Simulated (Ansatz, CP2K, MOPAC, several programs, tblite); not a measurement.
**Ga₄AsN₃ (ordering on zincblende) from semi-empirical methods to plane-wave DFT**

Ga₄AsN₃, ordered on the zincblende lattice (P-43m) with 8 atoms a cell, relaxed with r2SCAN in Ansatz, was computed with several methods. The symmetry is P-43m (No. 215, cubic); a = 4.800 Å in the conventional setting, 13.83 Å³ an atom. N is surrounded by 4 Ga at 2.02 Å; Ga is surrounded by 3 N at 2.02 Å and 1 As at 2.27 Å; As is surrounded by 4 Ga at 2.27 Å. The calculation is spin-unpolarised, and the structure need not be a phase that has been made.

```cif
data_structure
_symmetry_space_group_name_H-M 'P 1'
_symmetry_Int_Tables_number 1
_cell_length_a 4.8003
_cell_length_b 4.8003
_cell_length_c 4.8003
_cell_angle_alpha 90.000
_cell_angle_beta 90.000
_cell_angle_gamma 90.000
_cell_volume 110.61
loop_
_atom_site_label
_atom_site_type_symbol
_atom_site_fract_x
_atom_site_fract_y
_atom_site_fract_z
_atom_site_occupancy
N1 N 0.50000 0.00000 0.00000 1
Ga1 Ga 0.22699 0.77301 0.77301 1
N2 N 0.00000 0.50000 0.00000 1
Ga2 Ga 0.77301 0.22699 0.77301 1
N3 N 0.00000 0.00000 0.50000 1
Ga3 Ga 0.77301 0.77301 0.22699 1
As1 As 0.50000 0.50000 0.50000 1
Ga4 Ga 0.22699 0.22699 0.22699 1
```

Gaps and times are for a single point on this cell; volume and bulk modulus come from each method's own relaxation or energy curve at fixed shape, which is too stiff where a cell has free coordinates or axes. Times are rough, from shared hosts (Arm Neoverse V2), and each method has its own mesh and cell size. A double dagger marks a value from a curve with shape and coordinates held. PM6 (MOPAC), PM7 (MOPAC), GFN1-xTB (tblite), GFN2-xTB (tblite) treat a cluster of cells at its zone centre, which samples few k points: where these miss a band edge, the gap comes out too large for that reason alone. Gaps from k meshes are read at a limited set of points (mesh, symmetry points, PBE's band edges), so each method's own least gap may be somewhat smaller. xTB and the PM methods were fitted mostly to molecules, and can miss a solid's gap by electronvolts. Minimal bases can be far off for gaps. d marks a direct gap, i an indirect one (no mark: not told apart), a dash a value that wasn't computed or didn't pass its checks.

```
                          method              kind      gap (eV)  own volume (Å³/atom)  bulk modulus (GPa)  atoms computed  processor time
light PBE (260 eV, its own mesh)  light plane-wave             0                     –                   –               8           1.9 s
                     PM6 (MOPAC)    semi-empirical          2.84                     –                   –              64           3.4 s
                     PM7 (MOPAC)    semi-empirical          2.79                13.83‡                270‡              64           4.4 s
               GFN1-xTB (tblite)     tight binding             0                     –                   –              64           4.9 s
               GFN2-xTB (tblite)     tight binding          0.13                14.27‡                 86‡              64           6.1 s
                             PBE         semilocal  overlap 0.03                 14.34                125‡               8            13 s
                  PBE/SZV (CP2K)       small basis             0                     –                   –               8            16 s
                          r2SCAN         semilocal             0                 13.83                145‡               8            26 s
                 PBE/DZVP (CP2K)       small basis  overlap 0.03                     –                   –               8            63 s
```

Volumes against r2SCAN's: PBE +3.7 %.

With PBE and r2SCAN the bands overlap or touch, or nearly. Semilocal functionals can close a real gap, so this doesn't show a metal; small gaps of other methods may in turn close between the points read or with spin-orbit coupling, and the solid may be a semimetal.

The runs are scalar-relativistic, without spin-orbit coupling.
